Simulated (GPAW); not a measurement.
Here is a GPAW 26.7.0 calculation.

run.py

```python
from ase import Atoms
from ase.dft.bandgap import bandgap
from ase.io import write
from gpaw import GPAW, PW

atoms = Atoms(['Mo', 'Mo', 'S', 'S', 'S', 'S'],
              cell=[[3.161, 0.0, 0.0],
                    [-1.5805, 2.7375063014, 0.0],
                    [0.0, 0.0, 12.295]],
              scaled_positions=[[0.3333333333, 0.6666666667, 0.25],
                                [0.6666666667, 0.3333333333, 0.75],
                                [0.3333333333, 0.6666666667, 0.6275],
                                [0.6666666667, 0.3333333333, 0.1275],
                                [0.3333333333, 0.6666666667, 0.8725],
                                [0.6666666667, 0.3333333333, 0.3725]],
              pbc=True)

calc = GPAW(mode=PW(600),
            xc='TB09',
            kpts={'size': (6, 6, 2), 'gamma': True},
            occupations={'name': 'fermi-dirac', 'width': 0.05},
            nbands=46,
            convergence={'density': 1e-05, 'energy': 1e-05},
            eigensolver='cg',
            maxiter=150,
            txt='gpaw.txt')
atoms.calc = calc
energy = atoms.get_potential_energy()
calc.write('gs.gpw')
write('result.traj', atoms)
print('Fermi level:', round(calc.get_fermi_level(), 4), 'eV')
print(f'Gap: {bandgap(calc)[0]:.4f} eV, direct: {bandgap(calc, direct=True)[0]:.4f} eV')
```

Potentials or basis: GPAW PAW data sets for LDA (gpaw-data 1.2.1), pw.

The run is started by

```sh
$ OMP_NUM_THREADS=1 python run.py
```

Task: Predict the band gap on the k mesh.

Result: 0.86 eV, indirect (least direct gap 1.63 eV).

Caveat: a model potential gives levels but no total energy.

**Measured values to compare with.**

“Multiwavelength excitation Raman Scattering Analysis of bulk and 2 dimensional MoS2: Vibrational properties of atomically thin MoS2 layers”, 2015, arxiv:1506.03228 reports, for a bulk crystal of MoS2 at 300 K: band gap 1.3 eV (indirect).

Against the measured gap of MoS2, 1.3 eV (indirect; 300 K; “Multiwavelength excitation Raman Scattering Analysis of bulk and 2 dimensional MoS2: Vibrational properties of atomically thin MoS2 layers”, 2015, arxiv:1506.03228), the calculated 0.86 eV is off by -0.44 eV. Spin-orbit coupling on Mo is left out. The value is that of TB-mBJ on a finite k mesh, which can miss the band edges, without temperature or zero-point motion.
